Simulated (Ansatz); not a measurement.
Relaxation of a periodic cell of 17 atoms, Si₁₆B (host Si, host structure diamond, interstitial B), to a largest force component of 0.03 eV/Å in at most 60 steps.

Computed with DFT LDA, scalar-relativistic, plane waves, PAW in Ansatz 0.2.0. Settings: PAW set soft_1, cutoff 420 eV, k mesh 2x2x2, gaussian smearing 0.02 eV, spin collinear.

```xyz
17
Lattice="0.0000 5.4300 5.4300 5.4300 0.0000 5.4300 5.4300 5.4300 0.0000" Properties=species:S:1:pos:R:3
Si 0.000 0.000 0.000
Si 1.357 1.357 1.357
Si 2.715 2.715 0.000
Si 4.072 4.072 1.357
Si 2.715 0.000 2.715
Si 4.072 1.357 4.072
Si 5.430 2.715 2.715
Si 6.787 4.072 4.072
Si 0.000 2.715 2.715
Si 1.357 4.072 4.072
Si 2.715 5.430 2.715
Si 4.072 6.787 4.072
Si 2.715 2.715 5.430
Si 4.072 4.072 6.787
Si 5.430 5.430 5.430
Si 6.787 6.787 6.787
B 6.743 4.066 6.723
```

Problem. Where does it end, and by what steps?

Solution. The run converged. The force dipped under the threshold on the way, but the program's further checks kept it going. Limits of this set-up: coarse k mesh, PAW files made for another functional. After 13 steps the energy has fallen by 0.191 eV; B17 moved furthest, 0.47 Å. Joined: Si8–B17 (2.65 → 2.26 Å).

```json
{"step": "0", "energy less start (eV)": "0.0000", "largest force component (eV/Å)": "0.422", "accepted": "yes"}
{"step": "1", "energy less start (eV)": "-0.0796", "largest force component (eV/Å)": "0.179", "accepted": "yes"}
{"step": "2", "energy less start (eV)": "-0.1010", "largest force component (eV/Å)": "0.040", "accepted": "yes"}
{"step": "3", "energy less start (eV)": "-0.1015", "largest force component (eV/Å)": "0.023", "accepted": "yes"}
{"step": "4", "energy less start (eV)": "-0.1017", "largest force component (eV/Å)": "0.009", "accepted": "yes"}
{"step": "5", "energy less start (eV)": "-0.1018", "largest force component (eV/Å)": "0.011", "accepted": "yes"}
{"step": "6", "energy less start (eV)": "-0.1026", "largest force component (eV/Å)": "0.040", "accepted": "yes"}
{"step": "7", "energy less start (eV)": "-0.1062", "largest force component (eV/Å)": "0.130", "accepted": "yes"}
{"step": "8", "energy less start (eV)": "-0.1472", "largest force component (eV/Å)": "0.199", "accepted": "yes"}
{"step": "9", "energy less start (eV)": "-0.1517", "largest force component (eV/Å)": "0.392", "accepted": "yes"}
{"step": "10", "energy less start (eV)": "-0.1810", "largest force component (eV/Å)": "0.150", "accepted": "yes"}
{"step": "11", "energy less start (eV)": "-0.1610", "largest force component (eV/Å)": "0.299", "accepted": "no"}
{"step": "12", "energy less start (eV)": "-0.1905", "largest force component (eV/Å)": "0.050", "accepted": "yes"}
{"step": "13", "energy less start (eV)": "-0.1914", "largest force component (eV/Å)": "0.019", "accepted": "yes"}
```

```xyz
17
Lattice="0.0000 5.4300 5.4300 5.4300 0.0000 5.4300 5.4300 5.4300 0.0000" Properties=species:S:1:pos:R:3
Si 0.017 -0.033 0.016
Si 1.377 1.275 1.382
Si 2.704 2.733 0.115
Si 4.098 4.090 1.408
Si 2.728 -0.038 2.773
Si 4.080 1.336 4.117
Si 5.415 2.700 2.754
Si 6.755 4.046 4.108
Si 0.116 2.786 2.641
Si 1.400 4.098 4.081
Si 2.732 5.455 2.724
Si 4.088 6.883 4.023
Si 2.721 2.723 5.435
Si 4.065 4.069 6.786
Si 5.429 5.499 5.487
Si 6.814 6.829 6.829
B 6.505 3.914 6.346
```

Whether the end is a true minimum wasn't checked by a vibrational analysis.

The run took 100 s on 2 threads of Arm Neoverse V1, with other jobs on the host, peak memory 0.64 GiB.
